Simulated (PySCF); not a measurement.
**USVWN5/ma-def2-TZVP run of SiCl3 (SMILES Cl[Si](Cl)Cl)**

What is the vertical ionisation energy of SiCl3 at USVWN5/ma-def2-TZVP? 

The calculation is run with PySCF 2.14.0.

## Step 1: Starting point

The species is SiCl3 (4 atoms), meant as a doublet with charge 0. As SMILES, `Cl[Si](Cl)Cl`. The coordinates come from a PBE0-D4/def2-TZVP relaxation.

Bond lengths: Cl1–Si2 2.043 Å, Si2–Cl3 2.043 Å, Si2–Cl4 2.043 Å. Angles: Cl1–Si2–Cl3 109.4°, Cl1–Si2–Cl4 109.4°, Cl3–Si2–Cl4 109.5°.

## Step 2: The energy at USVWN5/ma-def2-TZVP

Input file calc.py:

```python
from pyscf import gto, dft

molecule = gto.M(
    atom='''
Cl    -1.524800    -0.591600     1.030100
Si     0.116100     0.389400     0.310600
Cl     1.694700    -0.903800     0.219000
Cl    -0.286000     1.105900    -1.559700
''',
    verbose=3,
    spin=1,
    basis='ma-def2-tzvp',
    charge=0,
    max_memory=1860,
)

mf = dft.UKS(molecule)
mf.xc = 'svwn'
mf.grids.level = 4
mf.conv_tol = 1e-10
mf.kernel()
if not mf.converged:
    mf = mf.newton().run(mf.mo_coeff, mf.mo_occ)

etot = mf.e_tot
print(f'total energy: {etot:.8f} hartree')
```

Launch:

```sh
$ OMP_NUM_THREADS=1 python calc.py
```

Standard output:

```text
converged SCF energy = -1664.67257953115  <S^2> = 0.75113352  2S+1 = 2.0011332
total energy: -1664.67257953 hartree
```

Wall time 24 s (1 thread of Arm Neoverse V2, shared host); peak memory 1 GiB.

## Step 3: The singlet cation, same level

Input file input.py:

```python
from pyscf import gto, dft

mol = gto.M(
    atom='Cl -1.524800 -0.591600 1.030100; Si 0.116100 0.389400 0.310600; Cl 1.694700 -0.903800 0.219000; Cl -0.286000 1.105900 -1.559700',
    spin=0,
    verbose=3,
    basis='ma-def2-tzvp',
    charge=1,
    max_memory=1860,
)

mf = dft.RKS(mol, xc='svwn')
mf.grids.level = 4
mf.conv_tol = 1e-10
mf.kernel()
if not mf.converged:
    mf = mf.newton().run(mf.mo_coeff, mf.mo_occ)

e_tot = mf.e_tot
print(f'total energy: {e_tot:.8f} hartree')
```

Launch:

```sh
$ OMP_NUM_THREADS=1 python input.py
```

Standard output:

```text
converged SCF energy = -1664.34275555868
total energy: -1664.34275556 hartree
```

Run time: 16 s. Hardware: 1 thread of Arm Neoverse V2, shared host; peak memory 0.98 GiB.

## Step 4: Results

Level: USVWN5/ma-def2-TZVP.

```
                                          quantity           value
                       doublet SiCl3: total energy  -1664.67258 Eh
                      doublet SiCl3: dipole moment          0.45 D
 doublet SiCl3: HOMO energy (highest over α and β)        -5.92 eV
  doublet SiCl3: LUMO energy (lowest over α and β)        -4.79 eV
                               doublet SiCl3: ⟨S²⟩           0.751
                      singlet cation: total energy  -1664.34276 Eh
                       singlet cation: HOMO energy       -13.86 eV
                       singlet cation: LUMO energy       -11.95 eV
                     singlet cation: HOMO–LUMO gap         1.91 eV
vertical ionisation energy (to the singlet cation)        8.975 eV
```

What this shows: Removing an electron at fixed nuclei costs 8.97 eV (866 kJ/mol). Only the singlet of the ionised species was computed; a triplet could lie lower. Mulliken charges (doublet SiCl3) run from -0.06 on Cl4 to +0.19 on Si2; they depend strongly on the basis. Mulliken charges (singlet cation) run from +0.19 on Cl1 to +0.43 on Si2.
